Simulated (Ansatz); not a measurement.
# C3H7Al: up Jacob's ladder to CCSD(T)

The task here is to estimate one member of a computed series from the others.

Program: Ansatz 0.2.0, Gaussian basis. Level of theory: functionals in def2-TZVPP, the program's frozen cores in correlated methods. These are calculated values, not measurements.

Plan: LDA (SPW92), PBE-D4, revPBE-D4, BLYP-D4, r2SCAN-D4, B97M-V, PBE0-D4, B3LYP-D4, r2SCANh-D4, r2SCAN0-D4, HSE06-D4, BHLYP-D4, CAM-B3LYP-D4, LC-ωPBE, ωB97X-V, ωB97M-V, B2PLYP, PBE-QIDH; CCSD(T)/def2-SVP; CCSD(T)/def2-TZVPP; MP2/def2-QZVPP; extrapolation to the limit; RPA on PBE.

## The relaxed structure

The geometry comes from an earlier relaxation with PBE0-D4 in a triple-zeta def2 set; it is a stationary point, not always the lowest conformer.

SMILES `[CH3][Al]1[CH2][CH2]1`, 11 atoms, charge 0, spin multiplicity 1.

Atoms are counted from 1 here; the program's logs count them from 0.

Bond lengths: C1–Al2 1.943 Å, C1–H5 1.092 Å, C1–H6 1.092 Å, C1–H7 1.095 Å, Al2–C3 1.905 Å, Al2–C4 1.905 Å, C3–C4 1.592 Å, C3–H8 1.089 Å, C3–H9 1.089 Å, C4–H10 1.089 Å, C4–H11 1.089 Å. Angles: Al2–C1–H5 111.9°, Al2–C1–H6 111.7°, Al2–C1–H7 109.4°, H5–C1–H6 108.8°, H5–C1–H7 107.5°, H6–C1–H7 107.3°, C1–Al2–C3 155.2°, C1–Al2–C4 155.4°, C3–Al2–C4 49.4°, Al2–C3–C4 65.3°, Al2–C3–H8 122.7°, Al2–C3–H9 122.4°, C4–C3–H8 114.4°, C4–C3–H9 114.3°, H8–C3–H9 109.6°, Al2–C4–C3 65.3°, Al2–C4–H10 122.4°, Al2–C4–H11 122.7° and more.

Set-up of the first run:

File in.yaml:

```yaml
crystal:
  periodic: [false, false, false]
  atoms:
    - {symbol: C, position_ang: [-1.177860, 1.754879, -0.695873]}
    - {symbol: Al, position_ang: [-0.132760, 0.233812, -0.088547]}
    - {symbol: C, position_ang: [0.569280, -0.977093, 1.204100]}
    - {symbol: C, position_ang: [0.985279, -1.294345, -0.299552]}
    - {symbol: H, position_ang: [-0.790885, 2.167313, -1.630006]}
    - {symbol: H, position_ang: [-1.209083, 2.548745, 0.053610]}
    - {symbol: H, position_ang: [-2.209847, 1.438030, -0.879088]}
    - {symbol: H, position_ang: [-0.035802, -1.749593, 1.676961]}
    - {symbol: H, position_ang: [1.402976, -0.716562, 1.855068]}
    - {symbol: H, position_ang: [0.610193, -2.244040, -0.678989]}
    - {symbol: H, position_ang: [2.053809, -1.218248, -0.496982]}
basis:
  gaussian: {orbitals: def2-TZVPP}
hamiltonian: {xc: lda}
output: {orbitals: {seedname: orbitals}}
```

Run with:

```console
$ ansatz run in.yaml --threads 2 --pin off --events-out ev --progress --plain --max-ram 4352MiB
```

Steps of the session up to this table: LDA; PBE-D4 (GGA); revPBE-D4 (GGA); BLYP-D4 (GGA); r2SCAN-D4 (meta-GGA); B97M-V (meta-GGA); PBE0-D4 (hybrid); B3LYP-D4 (hybrid); r2SCANh-D4 (hybrid); r2SCAN0-D4 (hybrid); HSE06-D4 (hybrid); BHLYP-D4 (hybrid); CAM-B3LYP-D4 (range-separated); LC-ωPBE (range-separated); ωB97X-V (range-separated); ωB97M-V (range-separated); B2PLYP (double hybrid); PBE-QIDH (double hybrid).

One of the session's tables, all rows but one given; the rest of the session is left out.

It belongs to the step «Frontier levels by functional». 

| functional | HOMO (eV) | gap (eV) |
| --- | --- | --- |
| LDA (SPW92) | -4.62 | 2.91 |
| PBE-D4 | -4.49 | 3.02 |
| revPBE-D4 | -4.44 | 3.09 |
| BLYP-D4 | -4.37 | 2.99 |
| r2SCAN-D4 | -4.67 | 3.54 |
| B97M-V | -4.69 | 3.40 |
| PBE0-D4 | -5.60 | 4.91 |
| B3LYP-D4 | -5.42 | 4.50 |
| r2SCANh-D4 | -5.09 | 4.21 |
| r2SCAN0-D4 | ? | ? |
| HSE06-D4 | -5.20 | 4.15 |
| BHLYP-D4 | -6.63 | 6.69 |
| CAM-B3LYP-D4 | -6.94 | 7.16 |
| LC-ωPBE | -8.26 | 9.61 |
| ωB97X-V | -7.92 | 9.11 |
| ωB97M-V | -7.78 | 8.64 |

Estimate the missing values for r2SCAN0-D4.

Worked estimate for «HOMO (eV)». Against the share of exact exchange, r2SCAN-D4 (0, -4.67), r2SCANh-D4 (0.1, -5.09) give a slope of -4.20 per unit share; at 0.25 the line stands at -5.72.

As computed: HOMO (eV): -5.72; gap (eV): 5.21. In «HOMO (eV)» the line misses by 0.00.
